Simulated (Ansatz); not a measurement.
# AlGeH₅OS, SMILES [OH][Al]([SH])[GeH3]: harmonic frequencies at the relaxed geometry

Program: Ansatz 0.2.0, Python API.

Input file `algeh5os.xyz`:
```text
9

O     0.27820    1.17330   -2.02690
Al    0.58660    0.25570   -0.51850
S     2.60230    0.39560    0.43680
Ge   -1.06320   -1.13870    0.47090
H    -0.11570    2.07690   -1.72470
H     2.23500    1.49350    1.25320
H    -2.40290   -1.05310   -0.37210
H    -0.60690   -2.60180    0.50440
H    -1.42500   -0.64780    1.95980
```

Script `freq_algeh5os.py`:
```python
import itertools
import logging
import sys

import ansatz as az
from ase.data import atomic_numbers, covalent_radii
import numpy as np

logging.basicConfig(stream=sys.stdout, format='[%(levelname)s] %(message)s')
logger = logging.getLogger('algeh5os')
logger.setLevel(logging.INFO)

mol = az.Crystal.molecule_from_extxyz('algeh5os.xyz')

job = (
    mol.calculation()
    .basis(gaussian='def2-SVP')
    .functional('pbe0')
)
symbols = [site.symbol for site in mol.cartesian_sites]
start = np.array([site.position_ang for site in mol.cartesian_sites], dtype=float)
def progress(event):
    if event['event'] == 'relax_step':
        row = event['data']
        logger.info(f'step {row["step"]:3d}  E = {row["lagrangian_ev"]:.6f} eV  largest force component {row["allowed_force_max_ev_ang"]:.4f} eV/A')


rep = job.relax(force_tolerance=0.003).session().plan().execute(on_event=progress).report
end = np.array(rep['positions_ang'])

radius = [covalent_radii[atomic_numbers[s]] for s in symbols]
span = lambda where, i, j: np.linalg.norm(where[i] - where[j])
bonded = [(i, j) for i, j in itertools.combinations(range(len(symbols)), 2) if min(span(start, i, j), span(end, i, j)) < 1.2 * (radius[i] + radius[j])]
logger.info('pair        before    after (A)')
for i, j in bonded:
    print(f'{symbols[i]}{i}-{symbols[j]}{j}'.ljust(10), f'{span(start, i, j):8.4f} {span(end, i, j):8.4f}')

minimum = az.Crystal.molecule()
for symbol, place in zip(symbols, end):
    minimum = minimum.atom(symbol, place.tolist())
vibrating = (
    minimum.calculation()
    .basis(gaussian='def2-SVP')
    .functional('pbe0')
    .phonons(temperatures=(200, 600, 100))
)
vib = vibrating.run(threads=1).report['vibrations']
sums = vib['harmonic_sums']
modes = [m['omega_inv_cm'] for m in sums['modes_at_gamma'] if m['rigid_motion'] == 'no']
for number, w in enumerate(modes, start=1):
    logger.info(f'mode {number:2d} {w:9.1f} 1/cm {w / 8065.544 * 1000:8.2f} meV')
print('imaginary modes:', sum(w < 0 for w in modes), ' zero-point energy:', round(sums['zero_point_energy_ev'], 4), 'eV')
logger.info('T (K)   F_vib (eV)   S_vib (meV/K)   C_vib (meV/K)')
for row in zip(sums['temperatures_k'], sums['vibrational_free_energy_ev'], vib['entropy_ev_per_k'], vib['heat_capacity_ev_per_k']):
    logger.info(f'{row[0]:6.1f} {row[1]:11.4f} {1000 * row[2]:13.4f} {1000 * row[3]:15.4f}')
```

```console
$ python freq_algeh5os.py
[INFO] step   1  E = -76050.594230 eV  largest force component 2.3640 eV/A
[INFO] step   2  E = -76050.857925 eV  largest force component 1.5979 eV/A
[INFO] step   3  E = -76050.932328 eV  largest force component 1.2954 eV/A
[INFO] step   4  E = -76050.878884 eV  largest force component 3.2905 eV/A
[INFO] step   5  E = -76051.031405 eV  largest force component 0.6845 eV/A
[INFO] step   6  E = -76051.100266 eV  largest force component 1.0075 eV/A
[INFO] step   7  E = -76051.180187 eV  largest force component 0.4021 eV/A
[INFO] step   8  E = -76051.244741 eV  largest force component 0.3159 eV/A
[INFO] step   9  E = -76051.287047 eV  largest force component 0.2452 eV/A
[INFO] step  10  E = -76051.312304 eV  largest force component 0.9332 eV/A
[INFO] step  11  E = -76051.336018 eV  largest force component 0.4333 eV/A
[INFO] step  12  E = -76051.345969 eV  largest force component 0.9703 eV/A
[INFO] step  13  E = -76051.354934 eV  largest force component 0.3836 eV/A
[INFO] step  14  E = -76051.384519 eV  largest force component 0.3816 eV/A
[INFO] step  15  E = -76051.388453 eV  largest force component 0.2947 eV/A
[INFO] step  16  E = -76051.391410 eV  largest force component 0.0588 eV/A
[INFO] step  17  E = -76051.392911 eV  largest force component 0.0196 eV/A
[INFO] step  18  E = -76051.392878 eV  largest force component 0.0300 eV/A
[INFO] step  19  E = -76051.392974 eV  largest force component 0.0044 eV/A
[INFO] step  20  E = -76051.393001 eV  largest force component 0.0064 eV/A
[INFO] step  21  E = -76051.393023 eV  largest force component 0.0008 eV/A
[INFO] step  22  E = -76051.393089 eV  largest force component 0.0164 eV/A
[INFO] step  23  E = -76051.393140 eV  largest force component 0.0208 eV/A
[INFO] step  24  E = -76051.393202 eV  largest force component 0.0243 eV/A
[INFO] step  25  E = -76051.393297 eV  largest force component 0.0375 eV/A
[INFO] step  26  E = -76051.393392 eV  largest force component 0.0356 eV/A
[INFO] step  27  E = -76051.393595 eV  largest force component 0.0290 eV/A
[INFO] step  28  E = -76051.393750 eV  largest force component 0.0535 eV/A
[INFO] step  29  E = -76051.393938 eV  largest force component 0.0434 eV/A
[INFO] step  30  E = -76051.394086 eV  largest force component 0.0279 eV/A
[INFO] step  31  E = -76051.394300 eV  largest force component 0.0195 eV/A
[INFO] step  32  E = -76051.394436 eV  largest force component 0.0485 eV/A
[INFO] step  33  E = -76051.394603 eV  largest force component 0.0313 eV/A
[INFO] step  34  E = -76051.394784 eV  largest force component 0.0248 eV/A
[INFO] step  35  E = -76051.395140 eV  largest force component 0.0236 eV/A
[INFO] step  36  E = -76051.391123 eV  largest force component 0.1960 eV/A
[INFO] step  37  E = -76051.391280 eV  largest force component 0.2374 eV/A
[INFO] step  38  E = -76051.395258 eV  largest force component 0.0029 eV/A
[INFO] step  39  E = -76051.395392 eV  largest force component 0.0163 eV/A
[INFO] step  40  E = -76051.395414 eV  largest force component 0.0552 eV/A
[INFO] step  41  E = -76051.395647 eV  largest force component 0.0182 eV/A
[INFO] step  42  E = -76051.395746 eV  largest force component 0.0092 eV/A
[INFO] step  43  E = -76051.395918 eV  largest force component 0.0174 eV/A
[INFO] step  44  E = -76051.395872 eV  largest force component 0.0405 eV/A
[INFO] step  45  E = -76051.395993 eV  largest force component 0.0139 eV/A
[INFO] step  46  E = -76051.396026 eV  largest force component 0.0227 eV/A
[INFO] step  47  E = -76051.396077 eV  largest force component 0.0160 eV/A
[INFO] step  48  E = -76051.396137 eV  largest force component 0.0083 eV/A
[INFO] step  49  E = -76051.396167 eV  largest force component 0.0073 eV/A
[INFO] step  50  E = -76051.396179 eV  largest force component 0.0101 eV/A
[INFO] step  51  E = -76051.396188 eV  largest force component 0.0088 eV/A
[INFO] step  52  E = -76051.396203 eV  largest force component 0.0064 eV/A
[INFO] step  53  E = -76051.396214 eV  largest force component 0.0066 eV/A
[INFO] step  54  E = -76051.396224 eV  largest force component 0.0038 eV/A
[INFO] step  55  E = -76051.396229 eV  largest force component 0.0030 eV/A
[INFO] step  56  E = -76051.396231 eV  largest force component 0.0029 eV/A
[INFO] step  57  E = -76051.396232 eV  largest force component 0.0024 eV/A
[INFO] pair        before    after (A)
O0-Al1       1.7923   1.7006
O0-H4        1.0310   0.9583
Al1-S2       2.2350   2.1939
Al1-Ge3      2.3759   2.4583
S2-H5        1.4166   1.3516
Ge3-H6       1.5852   1.5421
Ge3-H7       1.5330   1.5421
Ge3-H8       1.6089   1.5436
[INFO] mode  1      30.2 1/cm     3.74 meV
[INFO] mode  2      90.2 1/cm    11.19 meV
[INFO] mode  3     162.0 1/cm    20.08 meV
[INFO] mode  4     169.6 1/cm    21.03 meV
[INFO] mode  5     230.6 1/cm    28.59 meV
[INFO] mode  6     292.7 1/cm    36.28 meV
[INFO] mode  7     348.1 1/cm    43.16 meV
[INFO] mode  8     421.0 1/cm    52.19 meV
[INFO] mode  9     423.5 1/cm    52.50 meV
[INFO] mode 10     493.0 1/cm    61.12 meV
[INFO] mode 11     550.2 1/cm    68.21 meV
[INFO] mode 12     653.6 1/cm    81.03 meV
[INFO] mode 13     792.4 1/cm    98.24 meV
[INFO] mode 14     879.9 1/cm   109.09 meV
[INFO] mode 15     888.1 1/cm   110.11 meV
[INFO] mode 16     891.8 1/cm   110.57 meV
[INFO] mode 17    2135.2 1/cm   264.73 meV
[INFO] mode 18    2141.9 1/cm   265.57 meV
[INFO] mode 19    2144.3 1/cm   265.86 meV
[INFO] mode 20    2714.8 1/cm   336.59 meV
[INFO] mode 21    3986.2 1/cm   494.22 meV
imaginary modes: 0  zero-point energy: 1.2671 eV
[INFO] T (K)   F_vib (eV)   S_vib (meV/K)   C_vib (meV/K)
[INFO]  200.0      1.2035        0.6739          0.6930
[INFO]  300.0      1.1194        1.0013          0.9219
[INFO]  400.0      1.0046        1.2887          1.0732
[INFO]  500.0      0.8629        1.5402          1.1795
[INFO]  600.0      0.6975        1.7627          1.2612
```

Reading the output:
- Total energies depend on the basis set; only differences at equal settings carry meaning.
- The frequencies are harmonic and unscaled, in a modest basis.
- Hardware and time: 8.6 min on 1 thread of Arm Neoverse V1, with other jobs on the host, peak memory 0.33 GiB.
